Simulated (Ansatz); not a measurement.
# CH₆AlClSi: a ladder of functionals and wavefunction methods

How much do the methods differ for CH₆AlClSi? The plan is to run it at one geometry with functionals of several rungs and with coupled cluster, and see how far each lands from CCSD(T) at the basis-set limit for the atomisation energy.

Computed with Ansatz 0.2.0, Gaussian basis. Level: functionals in def2-TZVPP, the program's frozen cores in correlated methods.

Levels to be run: LDA (SPW92), PBE-D4, revPBE-D4, BLYP-D4, r2SCAN-D4, B97M-V, PBE0-D4, B3LYP-D4, r2SCANh-D4, r2SCAN0-D4, HSE06-D4, BHLYP-D4, CAM-B3LYP-D4, LC-ωPBE, ωB97X-V, ωB97M-V, B2PLYP, PBE-QIDH; CCSD(T)/def2-SVP; CCSD(T)/def2-TZVPP; MP2/def2-QZVPP; extrapolation to the limit; RPA on PBE.

## (1) The geometry

All runs share one geometry, relaxed beforehand with PBE0-D4 in a triple-zeta def2 set.

10 atoms, charge 0, spin multiplicity 1.

Atoms are counted from 1 here; the program's logs count them from 0.

Bond lengths: Si1–Al2 2.446 Å, Si1–H5 1.493 Å, Si1–H6 1.492 Å, Si1–H7 1.491 Å, Al2–C3 1.965 Å, Al2–Cl4 2.445 Å, Al2–H8 1.585 Å, C3–Cl4 1.852 Å, C3–H9 1.087 Å, C3–H10 1.087 Å. Angles: Al2–Si1–H5 111.4°, Al2–Si1–H6 111.4°, Al2–Si1–H7 112.4°, H5–Si1–H6 107.0°, H5–Si1–H7 106.8°, H6–Si1–H7 107.5°, Si1–Al2–C3 117.4°, Si1–Al2–Cl4 108.1°, Si1–Al2–H8 125.8°, C3–Al2–Cl4 48.2°, C3–Al2–H8 116.8°, Cl4–Al2–H8 108.7°, Al2–C3–Cl4 79.6°, Al2–C3–H9 122.4°, Al2–C3–H10 122.0°, Cl4–C3–H9 105.9°, Cl4–C3–H10 105.9°, H9–C3–H10 111.5° and more.

## (2) LDA

This LDA is Slater exchange with PW92 correlation.

The input, in.yaml:

```yaml
crystal:
  periodic: [false, false, false]
  atoms:
    - {symbol: Si, position_ang: [-1.309297, 1.376663, 0.095020]}
    - {symbol: Al, position_ang: [0.498609, -0.017186, -0.784146]}
    - {symbol: C, position_ang: [1.384544, -1.244053, 0.470037]}
    - {symbol: Cl, position_ang: [0.035341, -2.338282, -0.172143]}
    - {symbol: H, position_ang: [-0.891157, 2.805777, 0.205113]}
    - {symbol: H, position_ang: [-1.722393, 0.935492, 1.458896]}
    - {symbol: H, position_ang: [-2.521939, 1.347194, -0.772309]}
    - {symbol: H, position_ang: [1.057472, 0.016297, -2.266498]}
    - {symbol: H, position_ang: [1.234827, -1.187385, 1.545007]}
    - {symbol: H, position_ang: [2.317093, -1.745718, 0.224024]}
basis:
  gaussian: {orbitals: def2-TZVPP}
hamiltonian: {xc: lda}
output: {orbitals: {seedname: orbitals}}
```

The run is started by

```console
$ ansatz run in.yaml --threads 2 --pin off --events-out ev --progress --plain --max-ram 4352MiB
```

The runs that follow: PBE-D4 (GGA); revPBE-D4 (GGA); BLYP-D4 (GGA); r2SCAN-D4 (meta-GGA); B97M-V (meta-GGA); B3LYP-D4 (hybrid); r2SCANh-D4 (hybrid); r2SCAN0-D4 (hybrid); HSE06-D4 (hybrid); BHLYP-D4 (hybrid); CAM-B3LYP-D4 (range-separated); LC-ωPBE (range-separated); ωB97X-V (range-separated); ωB97M-V (range-separated); B2PLYP (double hybrid); PBE-QIDH (double hybrid); CCSD(T) in def2-SVP; CCSD(T) in def2-TZVPP; MP2 in def2-QZVPP; RPA on PBE orbitals.

**Question.** What will the summary of the whole plan be? Wanted: atomisation energy, CCSD(T)/CBS; farthest beyond LDA; mean size of error, GGA; mean size of error, meta-GGA; mean size of error, hybrid; mean size of error, range-separated; mean size of error, double hybrid; gap, smallest and largest; T1 diagnostic.

As calculated:

```
                               quantity                                                 value
        atomisation energy, CCSD(T)/CBS                                         2979.5 kJ/mol
 functionals within 14.9 kJ/mol (0.5 %)  PBE-D4, r2SCAN-D4, r2SCANh-D4, CAM-B3LYP-D4, ωB97M-V
                    farthest beyond LDA                               BHLYP-D4 (-61.6 kJ/mol)
                mean size of error, GGA                                           33.2 kJ/mol
           mean size of error, meta-GGA                                           19.1 kJ/mol
             mean size of error, hybrid                                           23.0 kJ/mol
    mean size of error, range-separated                                           15.4 kJ/mol
      mean size of error, double hybrid                                           42.5 kJ/mol
              gap, smallest and largest             4.36 eV (LDA (SPW92)), 11.00 eV (LC-ωPBE)
                          T1 diagnostic                                                0.0119
triples share of the correlation energy                                                 3.9 %
```

**Reading.** The LDA atomisation energy is off by 344.5 kJ/mol (12 %): it overbinds. PBE-D4 misses by -0.4 kJ/mol. Double hybrids carry the basis error of their MP2 part in triple zeta, and no dispersion term here, so their miss is partly the set-up's. Taken by rung, range-separated functionals do best (15.4 kJ/mol on average) and double hybrid ones worst beyond LDA (42.5 kJ/mol). The gap between the best rungs is small, so their order is not settled. Misses under about 14.9 kJ/mol are within the doubt on the reference itself, which lacks core-valence correlation, relativity and higher excitations. Hartree-Fock recovers 75 % of the binding; the rest is correlation. CCSD(T) in def2-SVP is off by -186.1 kJ/mol, which most functionals beat. Orbital gaps span 4.4 to 11.0 eV; exact exchange widens them.
